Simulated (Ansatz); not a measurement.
Wanted: the native input for an Ansatz 0.2.0 run.

```
Task                                : band structure
Functional                          : LDA
Potentials or basis                 : Ansatz PAW
Cutoff                              : 420 eV (not typed: the program's choice for these potentials)
k mesh                              : 9 × 9 × 9
Occupations                         : fermi-dirac, width 0.05 eV
Spin                                : no spin polarisation
Hubbard terms                       : W d U = 6 eV
Path                                : [["G", "X", "M", "G", "R", "X"], ["M", "R"]]
Points for each segment of the path : 14
Hubbard projectors                  : ortho-atomic (the default)
Double counting                     : fll (the default)
```

WS:

```xyz
2
Lattice="3.0079 0.0000 0.0000 0.0000 3.0079 0.0000 0.0000 0.0000 3.0079" Properties=species:S:1:pos:R:3 pbc="T T T"
W     1.5039    1.5039    1.5039
S     0.0000    0.0000    0.0000
```

The cell was built by a generator and needn't be a form met in nature.

These files were run (other wordings do the same):

input.yaml

```yaml
crystal:
  lattice:
    - [3.00789, 0.0, 0.0]
    - [0.0, 3.00789, 0.0]
    - [0.0, 0.0, 3.00789]
  atoms:
    - { symbol: W, position: [0.5, 0.5, 0.5] }
    - { symbol: S, position: [0.0, 0.0, 0.0] }
hamiltonian:
  xc: lda
  pseudopotentials: { kind: paw }
  hubbard: { sites: [{ species: W, l: d, u_eff: 6.0 }] }
kpoints:
  mp_grid: { grid: [9, 9, 9] }
  band_path:
    path:
      - [[0.0, 0.0, 0.0], [0.0, 0.5, 0.0], [0.5, 0.5, 0.0], [0.0, 0.0, 0.0], [0.5, 0.5, 0.5], [0.0, 0.5, 0.0]]
      - [[0.5, 0.5, 0.0], [0.5, 0.5, 0.5]]
    npoints: 14
scf:
  occupations: { method: fermi_dirac, width: 0.05 }
  n_extra_bands: 6
output:
  forces: true
  stress: true
  eigenvalues: true
  fatbands: false
```

Potentials or basis: Ansatz PAW.

The run is started by

```sh
$ ansatz run input.yaml --threads 2 --pin off --max-ram 5632MiB --backend cpu --events-out ev --progress --plain --runs-dir out
```

It gave:

```yaml
Pressure: -7.0 GPa
Band_gap_on_the_k_mesh: none (metal or under the smearing width)
```

Caveat: spin-orbit coupling is left out, which moves the levels of the heavy elements; U without spin polarisation on a metal has little footing; the PAW data sets come from PBE, with cores solved anew for the run's functional, which leaves a small shift of forces and pressure.

Run time: 1.7 s on 2 threads of Arm Neoverse V2 (shared host), peak memory 0.28 GiB.
